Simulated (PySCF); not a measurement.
# H6LuO3 (Lu(H2O)33+): the cost of one run

The runs use PySCF 2.14.0; PBE0, Lu lcecp-1-SVP with ECP60, O def2-SVP, H def2-SVP; scalar-relativistic core potentials, no spin–orbit coupling.

1 further run of the same task is left out (for a known fault of the program).

### Step 1. The starting structure

10 atoms, charge 3, spin multiplicity 1.

Bond lengths: Lu1–O2 2.385 Å, Lu1–O5 2.385 Å, Lu1–O8 2.385 Å, O2–H3 0.970 Å, O2–H4 0.970 Å, O5–H6 0.970 Å, O5–H7 0.970 Å, O8–H9 0.970 Å, O8–H10 0.970 Å. Angles: O2–Lu1–O5 120.0°, O2–Lu1–O8 120.0°, O5–Lu1–O8 120.0°, Lu1–O2–H3 127.5°, Lu1–O2–H4 127.5°, H3–O2–H4 105.1°, Lu1–O5–H6 127.5°, Lu1–O5–H7 127.5°, H6–O5–H7 105.1°, Lu1–O8–H9 127.5°, Lu1–O8–H10 127.5°, H9–O8–H10 105.1°.

As a file:

```xyz
10
H6LuO3
Lu    0.0000    0.0000    0.0000
O     2.3850    0.0000    0.0000
H     2.9750    0.0000    0.7700
H     2.9750    0.0000   -0.7700
O    -1.1925    2.0655    0.0000
H    -1.4875    2.5764    0.7700
H    -1.4875    2.5764   -0.7700
O    -1.1925   -2.0655    0.0000
H    -1.4875   -2.5764    0.7700
H    -1.4875   -2.5764   -0.7700
```

Formal oxidation states: Lu +3. Each metal's 14 4f electrons lie in its core potential, so multiplicities, spins and levels count the valence alone.

### Step 2. SCF at the start, singlet

Contents of run.py (the lines that set the calculation):

```python
mol = gto.M(atom='''
Lu     0.00000     0.00000     0.00000
O      2.38500     0.00000     0.00000
H      2.97500     0.00000     0.77000
H      2.97500     0.00000    -0.77000
O     -1.19250     2.06550     0.00000
H     -1.48750     2.57640     0.77000
H     -1.48750     2.57640    -0.77000
O     -1.19250    -2.06550     0.00000
H     -1.48750    -2.57640     0.77000
H     -1.48750    -2.57640    -0.77000''',
    basis={'Lu': 'lcecp-1-SVP', 'O': 'def2-SVP', 'H': 'def2-SVP'},
    ecp={'Lu': 'lcecp-1-SVP'},
    charge=3, spin=0)
mf = dft.RKS(mol, xc='PBE0')
mf.grids.atom_grid = (50, 194)  # f atoms: unpruned, at least (60, 302)
mf = mf.density_fit()  # fitting sets: Lu AutoAux, O def2-universal-JKFIT, H def2-universal-JKFIT
mf.conv_tol = 1e-08; mf.max_cycle = 55
mf.kernel(dm0)  # dm0: free metal ions and neutral atoms
```

Started as:

```
$ OMP_NUM_THREADS=2 python run.py
```

**Question.** How long does this run take on 2 threads of AMD EPYC 7R43 (Zen 3), shared host, and how much memory does it need?

About 3.7 s, with a peak of 0.68 GiB.
